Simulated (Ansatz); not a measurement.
# C2H6BFO2: small, medium and large basis sets

An exercise on one series of results from a longer session: the logs are not shown, and one member is left open.

Program: Ansatz 0.2.0, Gaussian basis. Level of theory: one geometry, several basis sets. These are calculated values, not measurements.

Levels to be run: PBE0-D4/def2-SVP; ωB97M-V/def2-SVP; PBE0-D4/def2-QZVPP; ωB97M-V/def2-QZVPP; the functionals' def2-TZVPP values are taken from earlier runs.

## The geometry

All runs share one geometry, relaxed beforehand with PBE0-D4 in a triple-zeta def2 set.

SMILES `COB(F)OC`, 12 atoms, charge 0, spin multiplicity 1.

Atoms are counted from 1 here; the program's logs count them from 0.

Bond lengths: C1–O2 1.414 Å, C1–H7 1.093 Å, C1–H8 1.093 Å, C1–H9 1.090 Å, O2–B3 1.349 Å, B3–F4 1.335 Å, B3–O5 1.353 Å, O5–C6 1.414 Å, C6–H10 1.092 Å, C6–H11 1.091 Å, C6–H12 1.092 Å. Angles: O2–C1–H7 111.2°, O2–C1–H8 111.2°, O2–C1–H9 107.4°, H7–C1–H8 108.5°, H7–C1–H9 109.2°, H8–C1–H9 109.2°, C1–O2–B3 120.4°, O2–B3–F4 117.2°, O2–B3–O5 121.5°, F4–B3–O5 121.3°, B3–O5–C6 122.6°, O5–C6–H10 108.9°, O5–C6–H11 111.8°, O5–C6–H12 108.9°, H10–C6–H11 109.2°, H10–C6–H12 108.8°, H11–C6–H12 109.2°.

Set-up of the first run:

The input, in.yaml:

```yaml
crystal:
  periodic: [false, false, false]
  atoms:
    - {symbol: C, position_ang: [-0.600294, -2.066501, -0.021872]}
    - {symbol: O, position_ang: [-1.308876, -0.927787, 0.425017]}
    - {symbol: B, position_ang: [-0.746167, 0.296317, 0.355446]}
    - {symbol: F, position_ang: [-1.470913, 1.328217, 0.795078]}
    - {symbol: O, position_ang: [0.501308, 0.473145, -0.138912]}
    - {symbol: C, position_ang: [1.113485, 1.744826, -0.222123]}
    - {symbol: H, position_ang: [-0.345696, -1.982613, -1.081440]}
    - {symbol: H, position_ang: [0.322231, -2.205716, 0.547380]}
    - {symbol: H, position_ang: [-1.246606, -2.931461, 0.124744]}
    - {symbol: H, position_ang: [1.366858, 1.947086, -1.264617]}
    - {symbol: H, position_ang: [0.458767, 2.535539, 0.148584]}
    - {symbol: H, position_ang: [2.032804, 1.733847, 0.366714]}
basis:
  gaussian: {orbitals: def2-SVP}
hamiltonian: {xc: pbe0, dispersion: d4}
output: {orbitals: {seedname: orbitals}}
```

Among the steps run: PBE0-D4 in def2-SVP; ωB97M-V in def2-SVP; PBE0-D4 in def2-QZVPP; ωB97M-V in def2-QZVPP.

One of the session's tables, all rows but one given; the rest of the session is left out.

It belongs to the step «Functionals by basis». 

```
functional       basis  HOMO (eV)  LUMO (eV)
   PBE0-D4    def2-SVP      -8.35       1.85
   PBE0-D4  def2-TZVPP          ?          ?
   PBE0-D4  def2-QZVPP      -8.53       0.64
   ωB97M-V    def2-SVP     -10.74       3.47
   ωB97M-V  def2-TZVPP     -10.89       2.19
   ωB97M-V  def2-QZVPP     -10.92       1.72
```

Estimate the missing values for PBE0-D4, def2-TZVPP.

**Answer.** HOMO (eV): -8.50; LUMO (eV): 0.92. In the column «HOMO (eV)» it lies between PBE0-D4, def2-QZVPP (-8.53) and PBE0-D4, def2-SVP (-8.35).
